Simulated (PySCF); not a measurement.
# [Eu(H2O)6]3+: other functionals and bases at one geometry

How far do other levels of theory move the description of [Eu(H2O)6]3+, and what does each cost? It is a constructed species; whether it can be made isn't addressed.

Method: several levels, as the steps say, no spin–orbit coupling; program: PySCF 2.14.0.

3 further runs of the same task are left out: 2 for a known fault of the program, 1 that didn't finish.

**1. The starting structure**

19 atoms, charge 3, spin multiplicity 1.

Bond lengths: Eu1–O2 2.403 Å, Eu1–O5 2.403 Å, Eu1–O8 2.403 Å, Eu1–O11 2.403 Å, Eu1–O14 2.403 Å, Eu1–O17 2.403 Å, O2–H3 0.987 Å, O2–H4 0.987 Å, O5–H6 0.987 Å, O5–H7 0.987 Å, O8–H9 0.987 Å, O8–H10 0.987 Å, O11–H12 0.987 Å, O11–H13 0.987 Å, O14–H15 0.987 Å, O14–H16 0.987 Å, O17–H18 0.987 Å, O17–H19 0.987 Å. Angles: O2–Eu1–O5 180.0°, O2–Eu1–O8 90.0°, O2–Eu1–O11 90.0°, O2–Eu1–O14 90.0°, O2–Eu1–O17 90.0°, O5–Eu1–O8 90.0°, O5–Eu1–O11 90.0°, O5–Eu1–O14 90.0°, O5–Eu1–O17 90.0°, O8–Eu1–O11 90.0°, O8–Eu1–O14 180.0°, O8–Eu1–O17 90.0°, O11–Eu1–O14 90.0°, O11–Eu1–O17 180.0°, O14–Eu1–O17 90.0°, Eu1–O2–H3 128.2°, Eu1–O2–H4 128.2°, H3–O2–H4 103.6° and more.

Coordinates:

```xyz
19
charge 3, multiplicity 1
Eu    0.00000    0.00000    0.00000
O     0.00000    0.00000    2.40288
H     0.77612   -0.00122    3.01333
H    -0.77612    0.00122    3.01333
O     0.00000    0.00000   -2.40288
H     0.77612    0.00122   -3.01333
H    -0.77612   -0.00122   -3.01333
O     2.40325    0.00000    0.00000
H     3.01378   -0.77556   -0.00127
H     3.01378    0.77556    0.00127
O     0.00000    2.40263    0.00000
H     0.00274    3.01305    0.77612
H    -0.00274    3.01305   -0.77612
O    -2.40325    0.00000    0.00000
H    -3.01378    0.77556   -0.00127
H    -3.01378   -0.77556    0.00127
O     0.00000   -2.40263    0.00000
H    -0.00274   -3.01305    0.77612
H     0.00274   -3.01305   -0.77612
```

Formal oxidation states: Eu +3. Each metal's 6 4f electrons lie in its core potential, so multiplicities, spins and levels count the valence alone. An earlier session relaxed this geometry at PBE, Eu lcecp-1-SVP with ECP52, O def2-SVP, H def2-SVP (singlet, point group Th).

At PBE on the finer grid: E = -492.250263 Eh, HOMO -20.60 eV, LUMO -13.89 eV, Mulliken charge on Eu1 +1.16 e, largest force component 0.014 eV/Å. 

Levels to run: HF; CAM-B3LYP; revPBE; M06-L; PBE, TZVP. Hardware: 4 threads of Arm Neoverse V2, shared host.

**2. HF**

The input, run.py (the lines that set the calculation):

```python
mol = gto.M(atom='''
Eu     0.00000     0.00000     0.00000
O      0.00000     0.00000     2.40288
H      0.77612    -0.00122     3.01333
H     -0.77612     0.00122     3.01333
O      0.00000     0.00000    -2.40288
H      0.77612     0.00122    -3.01333
H     -0.77612    -0.00122    -3.01333
O      2.40325     0.00000     0.00000
H      3.01378    -0.77556    -0.00127
H      3.01378     0.77556     0.00127
O      0.00000     2.40263     0.00000
H      0.00274     3.01305     0.77612
H     -0.00274     3.01305    -0.77612
O     -2.40325     0.00000     0.00000
H     -3.01378     0.77556    -0.00127
H     -3.01378    -0.77556     0.00127
O      0.00000    -2.40263     0.00000
H     -0.00274    -3.01305     0.77612
H      0.00274    -3.01305    -0.77612''',
    basis={'Eu': 'lcecp-1-SVP', 'O': 'def2-SVP', 'H': 'def2-SVP'},
    ecp={'Eu': 'lcecp-1-SVP'},
    charge=3, spin=0)
mf = scf.RHF(mol)
mf = mf.density_fit()  # fitting sets: Eu AutoAux, O def2-universal-JKFIT, H def2-universal-JKFIT
mf.conv_tol = 1e-08; mf.max_cycle = 55
mf.kernel(dm0)  # dm0: the density of the relaxed state
```

The run is started by

```sh
OMP_NUM_THREADS=4 python run.py
```

Standard output:

```text
init E= -489.915317168474
  HOMO = -1.00886919227152  LUMO = -0.343298117524753  gap/eV = 18.11111
cycle= 1 E= -489.977369285607  delta_E= -0.0621  |g|= 0.0845  |ddm|= 0.658
  HOMO = -1.00860647005276  LUMO = -0.343012831936188  gap/eV = 18.11173
cycle= 2 E= -489.979825156903  delta_E= -0.00246  |g|= 0.0166  |ddm|= 0.129
  HOMO = -1.00862314250336  LUMO = -0.341990213228066  gap/eV = 18.14001
cycle= 3 E= -489.979994491207  delta_E= -0.000169  |g|= 0.00574  |ddm|= 0.0318
  HOMO = -1.00813988709278  LUMO = -0.341942389964732  gap/eV = 18.12816
cycle= 4 E= -489.980004601891  delta_E= -1.01e-05  |g|= 0.00178  |ddm|= 0.00638
  HOMO = -1.00854637289874  LUMO = -0.342012623197274  gap/eV = 18.13731
cycle= 5 E= -489.98000598639  delta_E= -1.38e-06  |g|= 0.000539  |ddm|= 0.0022
  HOMO = -1.00853475922044  LUMO = -0.341990491526581  gap/eV = 18.13759
cycle= 6 E= -489.980006134466  delta_E= -1.48e-07  |g|= 8.96e-05  |ddm|= 0.000822
  HOMO = -1.00854892955542  LUMO = -0.341992167016982  gap/eV = 18.13793
cycle= 7 E= -489.980006138252  delta_E= -3.79e-09  |g|= 1.29e-05  |ddm|= 0.000137
  HOMO = -1.00854982747426  LUMO = -0.341992521535669  gap/eV = 18.13795
Extra cycle  E= -489.980006138321  delta_E= -6.9e-11  |g|= 4.59e-06  |ddm|= 1.33e-05
converged SCF energy = -489.980006138321
```

Run time: 5.8 s. Hardware: 4 threads of Arm Neoverse V2, shared host.

Result: E = -489.980006 Eh, HOMO -27.44 eV, LUMO -9.31 eV, Mulliken charge on Eu1 +1.88 e, largest force component 1.980 eV/Å. 

**3. CAM-B3LYP**

Changes to run.py (the lines that set the calculation) since step 2:

```diff
@@ -23,3 +23,4 @@
     charge=3, spin=0)
-mf = scf.RHF(mol)
+mf = dft.RKS(mol, xc='CAMB3LYP')
+mf.grids.atom_grid = (75, 302)  # f atoms: unpruned, at least (60, 302)
 mf = mf.density_fit()  # fitting sets: Eu AutoAux, O def2-universal-JKFIT, H def2-universal-JKFIT
```

The run is started by

```sh
OMP_NUM_THREADS=4 python run.py
```

Standard output:

```text
init E= -492.549132558003
  HOMO = -0.888200683684201  LUMO = -0.423753150699745  gap/eV = 12.63826
cycle= 1 E= -492.554275537187  delta_E= -0.00514  |g|= 0.0706  |ddm|= 0.225
  HOMO = -0.877008420448794  LUMO = -0.432421804242698  gap/eV = 12.09782
cycle= 2 E= -492.554090800284  delta_E= 0.000185  |g|= 0.0792  |ddm|= 0.0998
  HOMO = -0.88405252010825  LUMO = -0.431940883469724  gap/eV = 12.30258
cycle= 3 E= -492.555210457031  delta_E= -0.00112  |g|= 0.00463  |ddm|= 0.049
  HOMO = -0.883521944512623  LUMO = -0.43084569081868  gap/eV = 12.31795
cycle= 4 E= -492.55521638993  delta_E= -5.93e-06  |g|= 0.00114  |ddm|= 0.00499
  HOMO = -0.883558338956339  LUMO = -0.431197265790904  gap/eV = 12.30937
cycle= 5 E= -492.555216839797  delta_E= -4.5e-07  |g|= 0.000125  |ddm|= 0.00189
  HOMO = -0.883556201255376  LUMO = -0.431194315849522  gap/eV = 12.30939
cycle= 6 E= -492.55521685132  delta_E= -1.15e-08  |g|= 2.63e-05  |ddm|= 0.000276
  HOMO = -0.883554296889762  LUMO = -0.431189986459548  gap/eV = 12.30946
cycle= 7 E= -492.555216851683  delta_E= -3.63e-10  |g|= 9.78e-06  |ddm|= 5.34e-05
  HOMO = -0.883557061750215  LUMO = -0.431190443312891  gap/eV = 12.30952
Extra cycle  E= -492.555216851675  delta_E= 7.96e-12  |g|= 1.19e-05  |ddm|= 1.25e-05
converged SCF energy = -492.555216851675
```

Run time: 18 s. Hardware: 4 threads of Arm Neoverse V2, shared host.

It gives: E = -492.555217 Eh, HOMO -24.04 eV, LUMO -11.73 eV, Mulliken charge on Eu1 +1.33 e, largest force component 0.418 eV/Å. 

**4. revPBE**

Changes to run.py (the lines that set the calculation) since step 3:

```diff
@@ -23,3 +23,3 @@
     charge=3, spin=0)
-mf = dft.RKS(mol, xc='CAMB3LYP')
+mf = dft.RKS(mol, xc='PBE_R,PBE')
 mf.grids.atom_grid = (75, 302)  # f atoms: unpruned, at least (60, 302)
```

The run is started by

```sh
OMP_NUM_THREADS=4 python run.py
```

Standard output:

```text
init E= -492.616813495358
  HOMO = -0.755273792606021  LUMO = -0.505289240755432  gap/eV = 6.80243
cycle= 1 E= -492.617300075618  delta_E= -0.000487  |g|= 0.0138  |ddm|= 0.0873
  HOMO = -0.756828708938554  LUMO = -0.509543810256887  gap/eV = 6.72896
cycle= 2 E= -492.617311352475  delta_E= -1.13e-05  |g|= 0.0135  |ddm|= 0.0285
  HOMO = -0.755569553542409  LUMO = -0.507188002207032  gap/eV = 6.75881
cycle= 3 E= -492.617353914583  delta_E= -4.26e-05  |g|= 0.00317  |ddm|= 0.0144
  HOMO = -0.755763195857878  LUMO = -0.507039523155797  gap/eV = 6.76812
cycle= 4 E= -492.617355658405  delta_E= -1.74e-06  |g|= 0.000953  |ddm|= 0.00284
  HOMO = -0.755730760449578  LUMO = -0.507135937540538  gap/eV = 6.76461
cycle= 5 E= -492.617355857839  delta_E= -1.99e-07  |g|= 2.64e-05  |ddm|= 0.00101
  HOMO = -0.755731791245295  LUMO = -0.507132195060117  gap/eV = 6.76474
cycle= 6 E= -492.617355858012  delta_E= -1.73e-10  |g|= 3.4e-06  |ddm|= 4.25e-05
  HOMO = -0.755732666728898  LUMO = -0.507134071208324  gap/eV = 6.76471
Extra cycle  E= -492.617355858014  delta_E= -2.16e-12  |g|= 3.26e-06  |ddm|= 1.02e-05
converged SCF energy = -492.617355858014
```

Run time: 12 s. Hardware: 4 threads of Arm Neoverse V2, shared host.

Result: E = -492.617356 Eh, HOMO -20.56 eV, LUMO -13.80 eV, Mulliken charge on Eu1 +1.22 e, largest force component 0.169 eV/Å. 

**5. M06-L**

Changes to run.py (the lines that set the calculation) since step 4:

```diff
@@ -23,3 +23,3 @@
     charge=3, spin=0)
-mf = dft.RKS(mol, xc='PBE_R,PBE')
+mf = dft.RKS(mol, xc='M06L')
 mf.grids.atom_grid = (75, 302)  # f atoms: unpruned, at least (60, 302)
```

The run is started by

```sh
OMP_NUM_THREADS=4 python run.py
```

Standard output:

```text
init E= -492.676059381945
  HOMO = -0.780565368527607  LUMO = -0.493308933243202  gap/eV = 7.81665
cycle= 1 E= -492.688850740641  delta_E= -0.0128  |g|= 0.0675  |ddm|= 0.44
  HOMO = -0.769903741681659  LUMO = -0.505107699746507  gap/eV = 7.20547
cycle= 2 E= -492.687889937049  delta_E= 0.000961  |g|=  0.1  |ddm|= 0.141
  HOMO = -0.775847211004851  LUMO = -0.500571239953773  gap/eV = 7.49064
cycle= 3 E= -492.689935970466  delta_E= -0.00205  |g|= 0.00989  |ddm|= 0.0745
  HOMO = -0.774837182221121  LUMO = -0.49800997860576  gap/eV = 7.53285
cycle= 4 E= -492.689958541792  delta_E= -2.26e-05  |g|= 0.00186  |ddm|= 0.0127
  HOMO = -0.774942491996817  LUMO = -0.498305418157493  gap/eV = 7.52768
cycle= 5 E= -492.689959437628  delta_E= -8.96e-07  |g|= 0.000337  |ddm|= 0.00218
  HOMO = -0.774933281690637  LUMO = -0.498340331435689  gap/eV = 7.52648
cycle= 6 E= -492.689959465307  delta_E= -2.77e-08  |g|= 2.98e-05  |ddm|= 0.000379
  HOMO = -0.774928019651535  LUMO = -0.498335861081656  gap/eV = 7.52646
cycle= 7 E= -492.689959465443  delta_E= -1.36e-10  |g|= 1.59e-05  |ddm|= 3.85e-05
  HOMO = -0.77493177012942  LUMO = -0.498336228528418  gap/eV = 7.52655
Extra cycle  E= -492.689959465364  delta_E= 7.96e-11  |g|= 2.63e-05  |ddm|= 2.56e-05
converged SCF energy = -492.689959465364
```

It took 23 s on 4 threads of Arm Neoverse V2, shared host.

Read off: E = -492.689959 Eh, HOMO -21.09 eV, LUMO -13.56 eV, Mulliken charge on Eu1 +1.56 e, largest force component 0.527 eV/Å. 

**6. PBE, TZVP**

Basis: Eu lcecp-1-TZVP with ECP52, O def2-TZVP, H def2-TZVP. 

Changes to run.py (the lines that set the calculation) since step 5:

```diff
@@ -20,6 +20,6 @@
 H      0.00274    -3.01305    -0.77612''',
-    basis={'Eu': 'lcecp-1-SVP', 'O': 'def2-SVP', 'H': 'def2-SVP'},
-    ecp={'Eu': 'lcecp-1-SVP'},
+    basis={'Eu': 'lcecp-1-TZVP', 'O': 'def2-TZVP', 'H': 'def2-TZVP'},
+    ecp={'Eu': 'lcecp-1-TZVP'},
     charge=3, spin=0)
-mf = dft.RKS(mol, xc='M06L')
+mf = dft.RKS(mol, xc='PBE')
 mf.grids.atom_grid = (75, 302)  # f atoms: unpruned, at least (60, 302)
@@ -27,2 +27,2 @@
 mf.conv_tol = 1e-08; mf.max_cycle = 55
-mf.kernel(dm0)  # dm0: the density of the relaxed state
+mf.kernel(dm0)  # dm0: free metal ions and neutral atoms
```

The run is started by

```sh
OMP_NUM_THREADS=4 python run.py
```

Standard output:

```text
init E= -483.776793735223
  HOMO = -1.11417263647735  LUMO = -0.719064971790711  gap/eV = 10.75143
cycle= 1 E= -490.341810734226  delta_E= -6.57  |g|= 3.93  |ddm|= 2.85
  HOMO = -0.417785355439631  LUMO = -0.367641233658247  gap/eV = 1.36449
cycle= 2 E= -480.872215538575  delta_E= 9.47  |g|= 7.11  |ddm|= 6.09
  HOMO = -0.816704981101333  LUMO = -0.480353452092566  gap/eV = 9.15259
cycle= 3 E= -492.599143186673  delta_E= -11.7  |g|= 0.886  |ddm|=  5.4
  HOMO = -0.787647302975194  LUMO = -0.574255167835736  gap/eV = 5.80670
cycle= 4 E= -492.760878963609  delta_E= -0.162  |g|= 0.326  |ddm|= 1.13
  HOMO = -0.758917194130435  LUMO = -0.505168926834102  gap/eV = 6.90484
cycle= 5 E= -492.78866860269  delta_E= -0.0278  |g|= 0.033  |ddm|= 0.367
  HOMO = -0.76181773824239  LUMO = -0.512972693621073  gap/eV = 6.77142
cycle= 6 E= -492.788998611453  delta_E= -0.00033  |g|= 0.00263  |ddm|= 0.0356
  HOMO = -0.761549570796758  LUMO = -0.512485314123532  gap/eV = 6.77738
cycle= 7 E= -492.788999933665  delta_E= -1.32e-06  |g|= 0.00161  |ddm|= 0.00275
  HOMO = -0.761639189573085  LUMO = -0.512508903820931  gap/eV = 6.77918
cycle= 8 E= -492.789000336271  delta_E= -4.03e-07  |g|= 0.000481  |ddm|= 0.000858
  HOMO = -0.761655537164139  LUMO = -0.512532098682706  gap/eV = 6.77899
cycle= 9 E= -492.789000378167  delta_E= -4.19e-08  |g|= 3.1e-05  |ddm|= 0.000247
  HOMO = -0.761653106334315  LUMO = -0.512528852283934  gap/eV = 6.77902
cycle= 10 E= -492.789000378331  delta_E= -1.64e-10  |g|= 4.85e-06  |ddm|= 2.26e-05
  HOMO = -0.761652541985328  LUMO = -0.5125295367677  gap/eV = 6.77898
Extra cycle  E= -492.789000378323  delta_E= 8.75e-12  |g|= 8.21e-06  |ddm|= 1.12e-05
converged SCF energy = -492.789000378323
```

It took 44 s on 4 threads of Arm Neoverse V2, shared host.

It gives: E = -492.789000 Eh, HOMO -20.73 eV, LUMO -13.95 eV, Mulliken charge on Eu1 +1.87 e, largest force component 0.337 eV/Å. 

**7. All levels side by side**

| level | state | HOMO (eV) | gap (eV) | charge on Eu1 (e) | dipole (D) | largest force (eV/Å) | basis functions | time |
| --- | --- | --- | --- | --- | --- | --- | --- | --- |
| PBE (relaxed here) | singlet | -20.60 | 6.71 | 1.16 | 0.00 | 0.01 | 177 | 10 s |
| HF | singlet | -27.44 | 18.14 | 1.88 | 0.00 | 1.98 | 177 | 5.8 s |
| CAM-B3LYP | singlet | -24.04 | 12.31 | 1.33 | 0.00 | 0.42 | 177 | 18 s |
| revPBE | singlet | -20.56 | 6.76 | 1.22 | 0.00 | 0.17 | 177 | 12 s |
| M06-L | singlet | -21.09 | 7.53 | 1.56 | 0.00 | 0.53 | 177 | 23 s |
| PBE, TZVP | singlet | -20.73 | 6.78 | 1.87 | 0.00 | 0.34 | 305 | 44 s |

Times are on 4 threads of Arm Neoverse V2, shared host; the first row also made further properties. The dipole of a charged species depends on the origin, so these sizes hold for this origin alone.

In one basis the HOMO–LUMO gap runs from 6.71 eV (PBE) to 18.14 eV (HF). The largest leftover force, 1.98 eV/Å with HF, stands at a geometry relaxed at another level. The Mulliken charge on Eu spans +1.16 to +1.88 e over the levels. With 4f in the core, its levels are missing from HOMO and gap. Total energies of different levels can't be compared. Spin–orbit coupling is left out throughout.
